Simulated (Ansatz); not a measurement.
# CH₆OSi₂: one molecule under many settings

Aim: run CH₆OSi₂ under a spread of inputs, and see what each costs and gives.

Computed with Ansatz 0.2.0, Gaussian basis. Level: the settings change from run to run.

### Step 1. The molecule

The structure was relaxed beforehand with PBE0-D4 in a triple-zeta def2 set.

SMILES `[SiH3]C1O[SiH2]1`, 10 atoms, charge 0, spin multiplicity 1.

Atoms are counted from 1 here; the program's logs count them from 0.

Bond lengths: Si1–C2 1.866 Å, Si1–H5 1.488 Å, Si1–H6 1.487 Å, Si1–H7 1.486 Å, C2–O3 1.495 Å, C2–Si4 1.810 Å, C2–H8 1.092 Å, O3–Si4 1.659 Å, Si4–H9 1.478 Å, Si4–H10 1.478 Å. Angles: C2–Si1–H5 108.6°, C2–Si1–H6 111.6°, C2–Si1–H7 109.2°, H5–Si1–H6 109.0°, H5–Si1–H7 109.5°, H6–Si1–H7 108.9°, Si1–C2–O3 114.1°, Si1–C2–Si4 123.3°, Si1–C2–H8 116.7°, O3–C2–Si4 59.4°, O3–C2–H8 111.5°, Si4–C2–H8 116.9°, C2–O3–Si4 69.8°, C2–Si4–O3 50.8°, C2–Si4–H9 121.8°, C2–Si4–H10 121.5°, O3–Si4–H9 117.2°, O3–Si4–H10 116.6° and more.

Coordinates:

```xyz
10
charge 0, multiplicity 1
Si   -0.1288    1.5214    0.2721
C    -0.2521   -0.3191    0.5527
O     1.0697   -1.0146    0.6246
Si    0.2126   -1.5482   -0.6921
H    -1.4980    2.0609    0.0521
H     0.4822    2.2127    1.4384
H     0.7048    1.7776   -0.9316
H    -0.9219   -0.6506    1.3485
H     0.7100   -1.1561   -2.0274
H    -0.2956   -2.9352   -0.6343
```

### Step 2. SVWN5/6-31++G**

This run has density fitting with cc-pVTZ-jkfit, a grid of angular degree 23, relativity set to scalar.

Input file in.yaml:

```yaml
crystal:
  periodic: [false, false, false]
  atoms:
    - {symbol: Si, position_ang: [-0.128802, 1.521376, 0.272078]}
    - {symbol: C, position_ang: [-0.252149, -0.319140, 0.552737]}
    - {symbol: O, position_ang: [1.069743, -1.014605, 0.624569]}
    - {symbol: Si, position_ang: [0.212647, -1.548218, -0.692110]}
    - {symbol: H, position_ang: [-1.498036, 2.060905, 0.052111]}
    - {symbol: H, position_ang: [0.482194, 2.212731, 1.438385]}
    - {symbol: H, position_ang: [0.704794, 1.777568, -0.931617]}
    - {symbol: H, position_ang: [-0.921933, -0.650598, 1.348451]}
    - {symbol: H, position_ang: [0.710017, -1.156108, -2.027391]}
    - {symbol: H, position_ang: [-0.295573, -2.935210, -0.634314]}
basis:
  gaussian: {orbitals: "6-31++G**", fitting: {mean_field: cc-pVTZ-jkfit}, final_grid: {core_spheres: 8, valence_spheres: 7, degree: 23}}
hamiltonian: {xc: {name: SVWN5}, pseudopotentials: {relativity: scalar}}
output: {forces: true}
```

Launch:

```console
> ansatz run in.yaml --threads 2 --pin off --events-out ev --progress --plain --max-ram 4352MiB
```

The program printed, cut to the lines that bear on the results:

```text
Functional definition: SVWN5
  name "SVWN5"
  cite "Dirac, Proc. Camb. Phil. Soc. 26, 376 (1930) doi:10.1017/S0305004100016108"
  cite "Slater, Phys. Rev. 81, 385 (1951) doi:10.1103/PhysRev.81.385"
  cite "Vosko, Wilk & Nusair, Can. J. Phys. 58, 1200 (1980) doi:10.1139/p80-159"
[...]
580 factors; integrals over basis functions are off by at most 1.6e-1 eV
[...]
mean field -18878.12207748 eV, -693.7581902968 hartree, gradient 1.7e-5 eV, S^2 0.000000; 0 other end points of the search recorded, 0 dependent functions left out
[...]
reference -18878.12217026 eV, -693.7581937061 hartree; 24, 24 occupied and 96, 96 virtual orbitals, 580 factors
Total energy: -18878.12217026 eV, -693.7581937061 hartree
Relativity: scalar
Atom 0 at    -0.128802     1.521376     0.272078 Å, force     0.009791    -0.199511     0.009398 eV/Å
Atom 1 at    -0.252149    -0.319140     0.552737 Å, force     0.320995     0.233306    -0.075563 eV/Å
Atom 2 at     1.069743    -1.014605     0.624569 Å, force     0.270898     0.329374     0.609207 eV/Å
Atom 3 at     0.212647    -1.548218    -0.692110 Å, force    -0.325251    -0.309485    -0.675104 eV/Å
Atom 4 at    -1.498036     2.060905     0.052111 Å, force    -0.210794     0.080684    -0.035468 eV/Å
Atom 5 at     0.482194     2.212731     1.438385 Å, force     0.089966     0.095804     0.184650 eV/Å
Atom 6 at     0.704794     1.777568    -0.931617 Å, force     0.126574     0.024577    -0.190607 eV/Å
Atom 7 at    -0.921933    -0.650598     1.348451 Å, force    -0.282424    -0.141027     0.329196 eV/Å
Atom 8 at     0.710017    -1.156108    -2.027391 Å, force     0.092362     0.117796    -0.209926 eV/Å
Atom 9 at    -0.295573    -2.935210    -0.634314 Å, force    -0.092116    -0.231518     0.054217 eV/Å
Dipole moment:    -0.295444    -0.135429    -0.241688 e Å
```

Run time: 0.8 s. Hardware: 2 threads of AMD EPYC 7B13, shared host.

Largest force 0.811 eV/Å, dipole 1.95 D.

### Step 3. B3LYP5/STO-3G

Options: atoms shaken by 0.03 Å, high accuracy, the search for lower states set to full.

Input file in.yaml:

```yaml
crystal:
  periodic: [false, false, false]
  atoms:
    - {symbol: Si, position_ang: [-0.124001, 1.530615, 0.323945]}
    - {symbol: C, position_ang: [-0.268499, -0.294460, 0.563558]}
    - {symbol: O, position_ang: [1.079810, -1.039913, 0.641325]}
    - {symbol: Si, position_ang: [0.202889, -1.550973, -0.679446]}
    - {symbol: H, position_ang: [-1.446215, 2.072542, 0.008644]}
    - {symbol: H, position_ang: [0.489794, 2.237823, 1.432346]}
    - {symbol: H, position_ang: [0.715632, 1.792470, -0.936494]}
    - {symbol: H, position_ang: [-0.963991, -0.670664, 1.355904]}
    - {symbol: H, position_ang: [0.739806, -1.129379, -1.997338]}
    - {symbol: H, position_ang: [-0.342187, -2.873280, -0.651864]}
basis:
  gaussian: {orbitals: STO-3G}
hamiltonian: {xc: {name: B3LYP5}}
accuracy: high
scf: {lower_state_search: full}
```

The command is unchanged.

The program printed, cut to the lines that bear on the results:

```text
Functional definition: B3LYP5
  name "B3LYP5"
  cite "Stephens, Devlin, Chabalowski & Frisch, J. Phys. Chem. 98, 11623 (1994) doi:10.1021/j100096a001"
  cite "Becke, Phys. Rev. A 38, 3098 (1988) doi:10.1103/PhysRevA.38.3098"
  cite "Lee, Yang & Parr, Phys. Rev. B 37, 785 (1988) doi:10.1103/PhysRevB.37.785"
  cite "Vosko, Wilk & Nusair, Can. J. Phys. 58, 1200 (1980) doi:10.1139/p80-159"
[...]
712 factors; integrals over basis functions are off by at most 5.3e-9 eV
[...]
mean field -18707.12129625 eV, -687.4740274948 hartree, gradient 6.3e-8 eV, S^2 0.000000; 0 other end points of the search recorded, 0 dependent functions left out
reference -18707.12132993 eV, -687.4740287328 hartree; 24, 24 occupied and 10, 10 virtual orbitals, 712 factors
Total energy: -18707.12132993 eV, -687.4740287328 hartree
```

Run time: 1.4 s. Hardware: 2 threads of AMD EPYC 7B13, shared host.

### Step 4. B3LYP/def2-TZVP

This run has charge +1, multiplicity 2, atoms shaken by 0.03 Å, a grid of angular degree 23.

Input file in.yaml:

```yaml
crystal:
  periodic: [false, false, false]
  atoms:
    - {symbol: Si, position_ang: [-0.136129, 1.512321, 0.244329]}
    - {symbol: C, position_ang: [-0.233200, -0.329720, 0.596727]}
    - {symbol: O, position_ang: [1.038681, -0.989477, 0.597806]}
    - {symbol: Si, position_ang: [0.193193, -1.543984, -0.677441]}
    - {symbol: H, position_ang: [-1.492212, 2.035457, 0.045383]}
    - {symbol: H, position_ang: [0.500777, 2.205654, 1.488497]}
    - {symbol: H, position_ang: [0.729056, 1.749714, -0.978270]}
    - {symbol: H, position_ang: [-0.976613, -0.589720, 1.304996]}
    - {symbol: H, position_ang: [0.706647, -1.163195, -1.996097]}
    - {symbol: H, position_ang: [-0.328560, -2.891603, -0.641420]}
basis:
  gaussian: {orbitals: def2-TZVP, final_grid: {core_spheres: 8, valence_spheres: 7, degree: 23}}
total_charge: 1
magnetization: {spin_polarized: true, initial_magnetization: 1}
hamiltonian: {xc: {name: B3LYP}}
```

Same command.

The program printed, cut to the lines that bear on the results:

```text
Functional definition: B3LYP
  name "B3LYP"
  cite "Stephens, Devlin, Chabalowski & Frisch, J. Phys. Chem. 98, 11623 (1994) doi:10.1021/j100096a001"
  cite "Becke, Phys. Rev. A 38, 3098 (1988) doi:10.1103/PhysRevA.38.3098"
  cite "Lee, Yang & Parr, Phys. Rev. B 37, 785 (1988) doi:10.1103/PhysRevB.37.785"
  cite "Vosko, Wilk & Nusair, Can. J. Phys. 58, 1200 (1980) doi:10.1139/p80-159"
[...]
1117 factors; their error is unknown
[...]
mean field -18929.58292306 eV, -695.6493414902 hartree, gradient 1.9e-5 eV, S^2 0.755046; 2 other end points of the search recorded, 0 dependent functions left out
reference -18929.58317301 eV, -695.6493506759 hartree; 24, 23 occupied and 148, 149 virtual orbitals, 1117 factors
Total energy: -18929.58317301 eV, -695.6493506759 hartree
```

It took 5.5 s on 2 threads of AMD EPYC 7B13, shared host; peak memory 0.47 GiB.

⟨S²⟩ 0.755.

### Step 5. B97/x2c-TZVPPall

Input file in.yaml:

```yaml
crystal:
  periodic: [false, false, false]
  atoms:
    - {symbol: Si, position_ang: [-0.128802, 1.521376, 0.272078]}
    - {symbol: C, position_ang: [-0.252149, -0.319140, 0.552737]}
    - {symbol: O, position_ang: [1.069743, -1.014605, 0.624569]}
    - {symbol: Si, position_ang: [0.212647, -1.548218, -0.692110]}
    - {symbol: H, position_ang: [-1.498036, 2.060905, 0.052111]}
    - {symbol: H, position_ang: [0.482194, 2.212731, 1.438385]}
    - {symbol: H, position_ang: [0.704794, 1.777568, -0.931617]}
    - {symbol: H, position_ang: [-0.921933, -0.650598, 1.348451]}
    - {symbol: H, position_ang: [0.710017, -1.156108, -2.027391]}
    - {symbol: H, position_ang: [-0.295573, -2.935210, -0.634314]}
basis:
  gaussian: {orbitals: x2c-TZVPPall}
hamiltonian: {xc: {name: B97}}
output: {forces: true}
```

Same command.

The program printed, cut to the lines that bear on the results:

```text
Functional definition: B97
  name "B97"
  cite "Becke, J. Chem. Phys. 107, 8554 (1997) doi:10.1063/1.475007"
[...]
      + integral(e_c_pw_opposite_spin*poly(b97_u_opposite, cos0, cos1, cos2))
1289 factors; their error is unknown
[...]
mean field -18969.75038593 eV, -697.1254685241 hartree, gradient 2.2e-5 eV, S^2 0.000000; 0 other end points of the search recorded, 0 dependent functions left out
[...]
reference -18969.75041496 eV, -697.1254695913 hartree; 24, 24 occupied and 206, 206 virtual orbitals, 1289 factors
Total energy: -18969.75041496 eV, -697.1254695913 hartree
Relativity: scalar
Atom 0 at    -0.128802     1.521376     0.272078 Å, force    -0.007361     0.180822    -0.008970 eV/Å
Atom 1 at    -0.252149    -0.319140     0.552737 Å, force    -0.284090     0.123339     0.077642 eV/Å
Atom 2 at     1.069743    -1.014605     0.624569 Å, force     0.357476    -0.099764     0.160822 eV/Å
Atom 3 at     0.212647    -1.548218    -0.692110 Å, force    -0.048817    -0.210894    -0.267328 eV/Å
Atom 4 at    -1.498036     2.060905     0.052111 Å, force     0.027437     0.000767     0.004433 eV/Å
Atom 5 at     0.482194     2.212731     1.438385 Å, force    -0.011644    -0.005322    -0.025921 eV/Å
Atom 6 at     0.704794     1.777568    -0.931617 Å, force    -0.019599     0.009376     0.030002 eV/Å
Atom 7 at    -0.921933    -0.650598     1.348451 Å, force    -0.013289    -0.001271     0.018300 eV/Å
Atom 8 at     0.710017    -1.156108    -2.027391 Å, force    -0.014746    -0.026062     0.024870 eV/Å
Atom 9 at    -0.295573    -2.935210    -0.634314 Å, force     0.014634     0.029009    -0.013852 eV/Å
Dipole moment:    -0.263087    -0.169717    -0.235289 e Å
```

Run time: 8 s. Hardware: 2 threads of AMD EPYC 7B13, shared host; peak memory 0.67 GiB.

Largest force 0.404 eV/Å, dipole 1.88 D.

### Step 6. CAM-B3LYP/aug-cc-pVDZ

Set apart from the defaults: atoms shaken by 0.08 Å, D3(BJ) dispersion.

Input file in.yaml:

```yaml
crystal:
  periodic: [false, false, false]
  atoms:
    - {symbol: Si, position_ang: [0.066232, 1.445606, 0.292453]}
    - {symbol: C, position_ang: [-0.442925, -0.255170, 0.560394]}
    - {symbol: O, position_ang: [1.072487, -0.989586, 0.502816]}
    - {symbol: Si, position_ang: [0.288704, -1.601173, -0.688269]}
    - {symbol: H, position_ang: [-1.408823, 1.949543, -0.007290]}
    - {symbol: H, position_ang: [0.584584, 2.167255, 1.433199]}
    - {symbol: H, position_ang: [0.614353, 1.656154, -0.858967]}
    - {symbol: H, position_ang: [-0.925979, -0.810738, 1.488689]}
    - {symbol: H, position_ang: [0.781959, -1.079411, -1.989322]}
    - {symbol: H, position_ang: [-0.183325, -2.960325, -0.580691]}
basis:
  gaussian: {orbitals: aug-cc-pVDZ}
hamiltonian: {xc: {name: CAM-B3LYP}, dispersion: d3bj}
```

Same command.

The program printed, cut to the lines that bear on the results:

```text
Functional definition: CAM-B3LYP
  name "CAM-B3LYP"
  cite "Yanai, Tew & Handy, Chem. Phys. Lett. 393, 51 (2004) doi:10.1016/j.cplett.2004.06.011"
  cite "Iikura, Tsuneda, Yanai & Hirao, J. Chem. Phys. 115, 3540 (2001) doi:10.1063/1.1383587"
  cite "Becke, Phys. Rev. A 38, 3098 (1988) doi:10.1103/PhysRevA.38.3098"
  cite "Lee, Yang & Parr, Phys. Rev. B 37, 785 (1988) doi:10.1103/PhysRevB.37.785"
  cite "Vosko, Wilk & Nusair, Can. J. Phys. 58, 1200 (1980) doi:10.1139/p80-159"
[...]
  # Exact exchange under (alpha + beta erf(omega r))/r, Becke's under what is left of 1/r.
[...]
1463 factors; their error is unknown
698 factors; integrals over basis functions are off by at most 9.9e-6 eV
[...]
mean field -18933.12385064 eV, -695.7794681786 hartree, gradient 5.3e-5 eV, S^2 0.000000; 0 other end points of the search recorded, 0 dependent functions left out
reference -18933.12403455 eV, -695.7794749373 hartree; 24, 24 occupied and 130, 130 virtual orbitals, 1463 factors
Total energy: -18933.30640172 eV, -695.7861768073 hartree
```

Run time: 3.6 s. Hardware: 2 threads of AMD EPYC 7B13, shared host.

### Step 7. PBE-QIDH/def2-SVPD

Input file in.yaml:

```yaml
crystal:
  periodic: [false, false, false]
  atoms:
    - {symbol: Si, position_ang: [-0.128802, 1.521376, 0.272078]}
    - {symbol: C, position_ang: [-0.252149, -0.319140, 0.552737]}
    - {symbol: O, position_ang: [1.069743, -1.014605, 0.624569]}
    - {symbol: Si, position_ang: [0.212647, -1.548218, -0.692110]}
    - {symbol: H, position_ang: [-1.498036, 2.060905, 0.052111]}
    - {symbol: H, position_ang: [0.482194, 2.212731, 1.438385]}
    - {symbol: H, position_ang: [0.704794, 1.777568, -0.931617]}
    - {symbol: H, position_ang: [-0.921933, -0.650598, 1.348451]}
    - {symbol: H, position_ang: [0.710017, -1.156108, -2.027391]}
    - {symbol: H, position_ang: [-0.295573, -2.935210, -0.634314]}
basis:
  gaussian: {orbitals: def2-SVPD}
hamiltonian: {xc: {name: PBE-QIDH}}
```

Launched as before.

The program printed, cut to the lines that bear on the results:

```text
Functional definition: PBE-QIDH
  name "PBE-QIDH"
  cite "Brémond, Sancho-García, Pérez-Jiménez & Adamo, J. Chem. Phys. 141, 031101 (2014) doi:10.1063/1.4890314"
  cite "Perdew, Burke & Ernzerhof, Phys. Rev. Lett. 77, 3865 (1996) doi:10.1103/PhysRevLett.77.3865"
[...]
1357 factors; integrals over basis functions are off by at most 1.0e-3 eV
[...]
mean field -18906.82545931 eV, -694.8130201230 hartree, gradient 3.4e-6 eV, S^2 0.000000; 0 other end points of the search recorded, 0 dependent functions left out
12 core orbitals not correlated: weight in the atoms' cores, before any rotation towards them, 1.000 or more for the frozen orbitals, at most 0.000 for the correlated occupied ones
reference -18906.82547418 eV, -694.8130206696 hartree; 12, 12 occupied and 115, 115 virtual orbitals, 1357 factors
second order -17.00554888 eV of doubles, -0.00000000 eV of singles
Total energy: -18912.49399048 eV, -695.0213348011 hartree
```

Run time: 3.8 s. Hardware: 2 threads of AMD EPYC 7B13, shared host.

### Step 8. B2GP-PLYP/def2-SVPD

Edit in.yaml of step 7 so:

```diff
@@ -15,2 +15,3 @@
   gaussian: {orbitals: def2-SVPD}
-hamiltonian: {xc: {name: PBE-QIDH}}
+hamiltonian: {xc: {name: B2GP-PLYP}}
+output: {forces: true}
```

Launched as before.

The program printed, cut to the lines that bear on the results:

```text
Functional definition: B2GP-PLYP
  name "B2GP-PLYP"
  cite "Karton, Tarnopolsky, Lamère, Schatz & Martin, J. Phys. Chem. A 112, 12868 (2008) doi:10.1021/jp801805p"
  cite "Becke, Phys. Rev. A 38, 3098 (1988) doi:10.1103/PhysRevA.38.3098"
  cite "Lee, Yang & Parr, Phys. Rev. B 37, 785 (1988) doi:10.1103/PhysRevB.37.785"
[...]
1357 factors; integrals over basis functions are off by at most 1.0e-3 eV
[...]
mean field -18909.63748602 eV, -694.9163601987 hartree, gradient 4.3e-6 eV, S^2 0.000000; 0 other end points of the search recorded, 0 dependent functions left out
12 core orbitals not correlated: weight in the atoms' cores, before any rotation towards them, 1.000 or more for the frozen orbitals, at most 0.000 for the correlated occupied ones
reference -18909.63762836 eV, -694.9163654295 hartree; 12, 12 occupied and 115, 115 virtual orbitals, 1357 factors
[...]
Atom 0 at    -0.128802     1.521376     0.272078 Å, force     0.029868     0.346706    -0.010225 eV/Å
Atom 1 at    -0.252149    -0.319140     0.552737 Å, force    -0.227972     0.149595     0.099936 eV/Å
Atom 2 at     1.069743    -1.014605     0.624569 Å, force     0.741505     0.246043     0.832162 eV/Å
Atom 3 at     0.212647    -1.548218    -0.692110 Å, force    -0.436991    -0.689319    -1.127777 eV/Å
Atom 4 at    -1.498036     2.060905     0.052111 Å, force     0.033590    -0.011548     0.004711 eV/Å
Atom 5 at     0.482194     2.212731     1.438385 Å, force    -0.018578    -0.029670    -0.032073 eV/Å
Atom 6 at     0.704794     1.777568    -0.931617 Å, force    -0.024975    -0.010076     0.031997 eV/Å
Atom 7 at    -0.921933    -0.650598     1.348451 Å, force    -0.098437    -0.052293     0.141643 eV/Å
Atom 8 at     0.710017    -1.156108    -2.027391 Å, force    -0.025094    -0.023572     0.068241 eV/Å
Atom 9 at    -0.295573    -2.935210    -0.634314 Å, force     0.027084     0.074135    -0.008613 eV/Å
Dipole moment:    -0.293403    -0.160670    -0.265813 e Å
```

Wall time 9 s (2 threads of AMD EPYC 7B13, shared host); peak memory 0.52 GiB.

Largest force 1.392 eV/Å, dipole 2.05 D.

### Step 9. B2GP-PLYP/aug-cc-pVTZ

Options: unrestricted orbitals, density fitting with cc-pVTZ-jkfit, high accuracy.

Edit in.yaml of step 8 so:

```diff
@@ -14,4 +14,5 @@
 basis:
-  gaussian: {orbitals: def2-SVPD}
+  gaussian: {orbitals: aug-cc-pVTZ, fitting: {mean_field: cc-pVTZ-jkfit}}
+magnetization: {spin_polarized: true, initial_magnetization: 0}
 hamiltonian: {xc: {name: B2GP-PLYP}}
-output: {forces: true}
+accuracy: high
```

Same command.

The program printed, cut to the lines that bear on the results:

```text
Functional definition: B2GP-PLYP
  name "B2GP-PLYP"
  cite "Karton, Tarnopolsky, Lamère, Schatz & Martin, J. Phys. Chem. A 112, 12868 (2008) doi:10.1021/jp801805p"
  cite "Becke, Phys. Rev. A 38, 3098 (1988) doi:10.1103/PhysRevA.38.3098"
  cite "Lee, Yang & Parr, Phys. Rev. B 37, 785 (1988) doi:10.1103/PhysRevB.37.785"
[...]
580 factors; integrals over basis functions are off by at most 7.4e-1 eV
[...]
mean field -18918.80905182 eV, -695.2534090250 hartree, gradient 7.7e-8 eV, S^2 0.000000; 0 other end points of the search recorded, 0 dependent functions left out
12 core orbitals not correlated: weight in the atoms' cores, before any rotation towards them, 1.000 or more for the frozen orbitals, at most 0.000 for the correlated occupied ones
reference -18918.80907890 eV, -695.2534100201 hartree; 12, 12 occupied and 306, 306 virtual orbitals, 580 factors
second order -20.97880570 eV of doubles, -0.00000000 eV of singles
Total energy: -18926.36144895 eV, -695.5309545004 hartree
```

Run time: 27 s. Hardware: 2 threads of AMD EPYC 7B13, shared host; peak memory 0.88 GiB.

⟨S²⟩ 0.000.

### Step 10. MP2/cc-pVDZ

This run has high accuracy.

Edit in.yaml of step 9 so:

```diff
@@ -14,5 +14,5 @@
 basis:
-  gaussian: {orbitals: aug-cc-pVTZ, fitting: {mean_field: cc-pVTZ-jkfit}}
-magnetization: {spin_polarized: true, initial_magnetization: 0}
-hamiltonian: {xc: {name: B2GP-PLYP}}
+  gaussian: {orbitals: cc-pVDZ}
+hamiltonian: {xc: {name: HF}}
+correlation: {method: mp2}
 accuracy: high
```

Launched as before.

The program printed:

```text
Functional definition: HF
  name "HF"
  cite "Fock, Z. Phys. 61, 126 (1930) doi:10.1007/BF01340294"
  parent pbe
  exchange = exact_x
  correlation = 0
2247 factors; integrals over basis functions are off by at most 3.7e-9 eV
mean field evaluation 1: about -18882.8400 eV, gradient 3.2e1 eV
mean field evaluation 2: about -18882.9349 eV, gradient 3.3e1 eV
mean field evaluation 4: about -18885.7735 eV, gradient 3.7e0 eV
mean field evaluation 8: about -18885.8272 eV, gradient 2.5e-1 eV
mean field -18885.82751900 eV, -694.0413600497 hartree, gradient 9.8e-8 eV, S^2 0.000000; 0 other end points of the search recorded, 0 dependent functions left out
12 core orbitals not correlated: weight in the atoms' cores, before any rotation towards them, 1.000 or more for the frozen orbitals, at most 0.000 for the correlated occupied ones
reference -18885.82751900 eV, -694.0413600497 hartree; 12, 12 occupied and 70, 70 virtual orbitals, 2247 factors
second order -14.26732627 eV of doubles, -0.00000000 eV of singles
Total energy: -18900.09484527 eV, -694.5656746192 hartree
```

Run time: 2.1 s. Hardware: 2 threads of AMD EPYC 7B13, shared host.

### Step 11. The runs in one table

| level | charge | multiplicity | geometry | functions | energy (eV) | time |
| --- | --- | --- | --- | --- | --- | --- |
| SVWN5/6-31++G** | 0 | 1 | relaxed | 120 | -18878.122 | 0.8 s |
| B3LYP5/STO-3G | 0 | 1 | shaken | 34 | -18707.121 | 1.4 s |
| B3LYP/def2-TZVP | 1 | 2 | shaken | 172 | -18929.583 | 5.5 s |
| B97/x2c-TZVPPall | 0 | 1 | relaxed | 230 | -18969.750 | 8 s |
| CAM-B3LYP/aug-cc-pVDZ | 0 | 1 | shaken | 154 | -18933.306 | 3.6 s |
| PBE-QIDH/def2-SVPD | 0 | 1 | relaxed | 139 | -18912.494 | 3.8 s |
| B2GP-PLYP/def2-SVPD | 0 | 1 | relaxed | 139 | -18915.899 | 9 s |
| B2GP-PLYP/aug-cc-pVTZ | 0 | 1 | relaxed | 330 | -18926.361 | 27 s |
| MP2/cc-pVDZ | 0 | 1 | relaxed | 94 | -18900.095 | 2.1 s |

### Step 12. Outcome

| quantity | value |
| --- | --- |
| runs | 9 |
| quickest | SVWN5/6-31++G**, 0.8 s |
| slowest | B2GP-PLYP/aug-cc-pVTZ, 27 s |
| spread of total energies, same state and geometry | 91.6 eV |
| dipole, same state and geometry | 1.88 to 2.05 D |

Run time spans a factor of 34, from SVWN5/6-31++G** to B2GP-PLYP/aug-cc-pVTZ. The jobs differ in tasks and options as well as level. The totals spread over 92 eV; they can't be compared across methods or bases. Some of these runs are scalar-relativistic and others not, which shifts the totals of all-electron atoms past neon by eV; core potentials, where a basis has them, take the core out of the total altogether. At the PBE0-D4/def2-TZVP geometry and in the same state, runs without warnings or point charges leave forces up to 1.39 eV/Å (B2GP-PLYP/def2-SVPD). At that geometry and state the dipole changes by 9 % between the lowest and highest value.
